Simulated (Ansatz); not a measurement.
# GeO₂ (triplet): the correlation ladder at a displaced geometry (v1), cc-pVDZ

An exercise on one series of results from a longer session: the logs are not shown, and one member is left open.

Program: Ansatz 0.2.0, Gaussian basis. Level of theory: cc-pVDZ, core rule «outside noble gas», up to 16 orbitals frozen. These are calculated values, not measurements.

To be run: UHF; CCSD(T) on ROHF; CCSD(T) on UHF; BCCD(T) on ROHF; CISD; CCSDT(Q) on ROHF; CCSDT(Q) on UHF; CASSCF and MRCISD+Q, 12 electrons in 10 orbitals; CASSCF and NEVPT4(SD), 12 electrons in 10 orbitals; CASSCF and NEVPT2, 12 electrons in 10 orbitals.

21 further runs of the same task are left out: 9 that didn't finish, 12 set aside as unsound or not needed.

### The geometry

The geometry is a PBE0/def2-TZVP stationary point (not a proven minimum) with its atoms shifted at random (size 0.040 Å). No spin-orbit coupling is included. The filled d shell of Ge may be among the frozen orbitals whatever the setting's name suggests; the logs give the count.

3 atoms, charge 0, spin multiplicity 3.

Atoms are counted from 1 here; the program's logs count them from 0.

Bond lengths: O1–Ge2 1.736 Å, Ge2–O3 1.736 Å. Angles: O1–Ge2–O3 105.2°.

Set-up of the first run:

in.yaml reads:

```yaml
crystal:
  periodic: [false, false, false]
  atoms:
    - {symbol: O, position_ang: [-0.006628, -0.753211, 1.367870]}
    - {symbol: Ge, position_ang: [-0.007461, 0.322291, 0.004810]}
    - {symbol: O, position_ang: [0.040503, -0.710043, -1.389710]}
basis:
  gaussian: {orbitals: cc-pVDZ}
magnetization: {spin_polarized: true, initial_magnetization: 2}
hamiltonian: {xc: hf}
output: {orbitals: {seedname: orbitals}}
```

Started as:

```sh
$ ansatz run in.yaml --threads 1 --pin off --events-out ev --progress --plain --max-ram 2393MiB
```

Steps of the session up to this table: UHF; CCSD(T) on ROHF; CCSD(T) on UHF; BCCD(T) on ROHF; CISD; CCSDT(Q) on ROHF; CCSDT(Q) on UHF; CASSCF and MRCISD+Q, 12 electrons in 10 orbitals; CASSCF and NEVPT4(SD), 12 electrons in 10 orbitals; CASSCF and NEVPT2, 12 electrons in 10 orbitals.

One table of the session follows, with a row left open; its other results are not shown here.

It belongs to the step «Misses and costs». 

```
            method  from RCCSDT(Q) (meV)
              ROHF              +11656.7
               UHF              +11398.8
              RMP2               +1751.0
              UMP2               +1719.8
             RCCSD                +589.3
             UCCSD                +581.1
          RCCSD(T)                +203.8
          UCCSD(T)                +204.2
           BCCD(T)                +175.0
            RCCSDT                 +87.4
            UCCSDT                 +86.1
         RCCSDT(Q)                     0
         UCCSDT(Q)                  -9.9
    CASSCF valence               +9035.6
    NEVPT2 valence               +1337.8
NEVPT4(SD) valence                     ?
    MRCISD valence                +918.6
  MRCISD+Q valence                +212.5
```

**Question.** Estimate the row for NEVPT4(SD) valence.

**Answer.** from RCCSDT(Q) (meV): +239.0. In the column «from RCCSDT(Q) (meV)» it lies between MRCISD+Q valence (+212.5) and UCCSD (+581.1).

Not comparable, so not listed: CISD (they don't share determinant, frozen orbitals or solution with the rows shown, or repeat one).

Caveats from the session: Restricted and unrestricted rows rest on different reference determinants; where their highest levels disagree by more than a few hundredths of an eV, they describe different states and don't form one ladder.
